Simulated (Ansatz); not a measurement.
# C2H8AlF: the cost of one run

Method: RKS LDA/def2-SVP, in Ansatz 0.2.0.

## 1. Starting point

Bond lengths: Al1–F2 2.040 Å, Al1–C3 1.970 Å, C3–H4 1.110 Å, C3–H5 1.110 Å, C3–H6 1.110 Å, Al1–C7 1.970 Å, C7–H8 1.110 Å, C7–H9 1.110 Å, C7–H10 1.110 Å. Angles (14 of 15 angles, heavy atoms first): F2–Al1–C3 120.0°, F2–Al1–C7 120.0°, C3–Al1–C7 120.0°, Al1–C3–H4 109.5°, Al1–C3–H5 109.5°, Al1–C3–H6 109.5°, Al1–C7–H8 109.5°, Al1–C7–H9 109.5°, Al1–C7–H10 109.5°, H4–C3–H5 109.4°, H4–C3–H6 109.4°, H5–C3–H6 109.4°, H8–C7–H9 109.4°, H8–C7–H10 109.4°.

Structure file:

```xyz
12

Al    0.0000    0.0000    0.0000
F     0.0000    0.0000    2.0400
C     1.7060    0.0000   -0.9850
H     2.0356   -1.0462   -1.1552
H     1.5695    0.5080   -1.9624
H     2.4756    0.5381   -0.3932
C    -1.7060    0.0000   -0.9850
H    -2.2662   -0.9305   -0.7558
H    -2.3102    0.8797   -0.6796
H    -1.5043    0.0508   -2.0753
H     0.0834    1.7631    0.5865
H     0.0624    1.3199    1.5347
```

## 2. A restrained relaxation towards end A

Springs on the bonds that form and break draw the guess towards this end; the thresholds are loose.

Input file input.yaml:

```yaml
crystal:
  periodic: [false, false, false]
  atoms:
    - { symbol: Al, position_ang: [0.0, 0.0, 0.0] }
    - { symbol: F, position_ang: [0.0, 0.0, 2.04] }
    - { symbol: C, position_ang: [1.706, 0.0, -0.985] }
    - { symbol: H, position_ang: [2.0356, -1.0462, -1.1552] }
    - { symbol: H, position_ang: [1.5695, 0.508, -1.9624] }
    - { symbol: H, position_ang: [2.4756, 0.5381, -0.3932] }
    - { symbol: C, position_ang: [-1.706, 0.0, -0.985] }
    - { symbol: H, position_ang: [-2.2662, -0.9305, -0.7558] }
    - { symbol: H, position_ang: [-2.3102, 0.8797, -0.6796] }
    - { symbol: H, position_ang: [-1.5043, 0.0508, -2.0753] }
    - { symbol: H, position_ang: [0.0834, 1.7631, 0.5865] }
    - { symbol: H, position_ang: [0.0624, 1.3199, 1.5347] }
basis:
  gaussian: { orbitals: def2-SVP }
hamiltonian:
  xc: lda
relax:
  f_tol: 0.15
  max_steps: 25
  restrain:
    - { distance: [0, 10], at: 2.76, k: 30.0 }
    - { distance: [11, 1], at: 2.12, k: 30.0 }
    - { distance: [0, 1], at: 1.69, k: 30.0 }
    - { distance: [11, 10], at: 0.66, k: 30.0 }
output:
  orbitals: {}
```

Run with:

```
> ansatz run input.yaml --threads 2 --pin off --max-ram 3072MiB --backend cpu --events-out ev --progress --plain --runs-dir out
```

Q: Estimate wall time and peak memory on 2 threads of Intel Xeon at 2.50GHz (Skylake/Cascade Lake), shared host.

About 34 s, with a peak of 0.14 GiB.
